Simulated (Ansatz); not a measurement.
# CHF₂GeN: ionisation energy by level of theory

Aim: the vertical ionisation energy of CHF₂GeN, as cation minus neutral at the neutral's geometry, on several levels, and how well −ε(HOMO) stands in for it.

Method: unrestricted cation, the program's frozen cores in correlated methods; program: Ansatz 0.2.0, Gaussian basis.

Levels to be run: UKS PBE-D4/def2-TZVPP; UKS r2SCAN-D4/def2-TZVPP; UKS PBE0-D4/def2-TZVPP; UKS B3LYP-D4/def2-TZVPP; UKS wB97X-V/def2-TZVPP; UKS wB97M-V/def2-TZVPP; UKS B2PLYP/def2-TZVPP; UHF-CCSD(T)/def2-TZVPP; UHF-MP2/def2-QZVPP; extrapolation to the limit; then −ε(HOMO) from the neutral's earlier runs with LDA (SPW92), PBE-D4, revPBE-D4, BLYP-D4, r2SCAN-D4, B97M-V, PBE0-D4, B3LYP-D4, r2SCANh-D4, r2SCAN0-D4, HSE06-D4, BHLYP-D4, CAM-B3LYP-D4, LC-ωPBE, ωB97X-V, ωB97M-V.

**1. The geometry**

The geometry comes from an earlier relaxation with PBE0-D4 in a triple-zeta def2 set; it is a stationary point.

SMILES `N#[C][GeH]([F])[F]`, 6 atoms, charge 0, spin multiplicity 1.

Atoms are counted from 1 here; the program's logs count them from 0.

Bond lengths: N1–C2 1.150 Å, C2–Ge3 1.910 Å, Ge3–F4 1.711 Å, Ge3–F5 1.711 Å, Ge3–H6 1.518 Å. Angles: N1–C2–Ge3 177.5°, C2–Ge3–F4 106.5°, C2–Ge3–F5 106.5°, C2–Ge3–H6 115.2°, F4–Ge3–F5 106.3°, F4–Ge3–H6 110.9°, F5–Ge3–H6 110.9°.

**2. Cation, UKS PBE-D4/def2-TZVPP**

Input file in.yaml:

```yaml
crystal:
  periodic: [false, false, false]
  atoms:
    - {symbol: N, position_ang: [1.935417, -1.316054, 0.912326]}
    - {symbol: C, position_ang: [1.049131, -0.715531, 0.491174]}
    - {symbol: Ge, position_ang: [-0.432522, 0.316371, -0.131577]}
    - {symbol: F, position_ang: [-1.568639, -0.795349, -0.764483]}
    - {symbol: F, position_ang: [0.135405, 1.230773, -1.461457]}
    - {symbol: H, position_ang: [-1.076691, 1.215690, 0.907818]}
basis:
  gaussian: {orbitals: def2-TZVPP}
total_charge: 1
magnetization: {spin_polarized: true, initial_magnetization: 1}
hamiltonian: {xc: pbe, dispersion: d4}
```

Command:

```bash
> ansatz run in.yaml --threads 2 --pin off --events-out ev --progress --plain --max-ram 32768MiB --backend cpu
```

After this run come: Cation, UKS r2SCAN-D4/def2-TZVPP; Cation, UKS PBE0-D4/def2-TZVPP; Cation, UKS B3LYP-D4/def2-TZVPP; Cation, UKS wB97X-V/def2-TZVPP; Cation, UKS wB97M-V/def2-TZVPP; Cation, UKS B2PLYP (frozen core)/def2-TZVPP; Cation, UHF-CCSD(T)/def2-TZVPP; Cation, UHF-MP2/def2-QZVPP.

Before running them: what should the planned runs give, taken together? Wanted: ionisation energy, CCSD(T)/CBS; nearest functional by difference; nearest −ε(HOMO); −ε(HOMO) of PBE; T1 of the cation.

The runs gave:

| quantity | value |
| --- | --- |
| ionisation energy, CCSD(T)/CBS | 13.78 eV |
| nearest functional by difference | B2PLYP (-0.20 eV) |
| nearest −ε(HOMO) | LC-ωPBE (-0.09 eV) |
| −ε(HOMO) of PBE | 9.09 eV |
| T1 of the cation | 0.020 |

**Reading.** By cation minus neutral, the functionals miss by 1.37 eV at most. −ε(HOMO) of PBE misses by 4.7 eV, since self-interaction lifts the level. Among orbital estimates LC-ωPBE comes nearest. Hartree-Fock falls 1.72 eV short, as the neutral has more correlation energy than the cation. Correlated methods include outer-core shells of Ge, which these sets cover unevenly. With outer-core shells in play the reference is unsure by up to some tenths of an eV, so close misses can't be ranked.
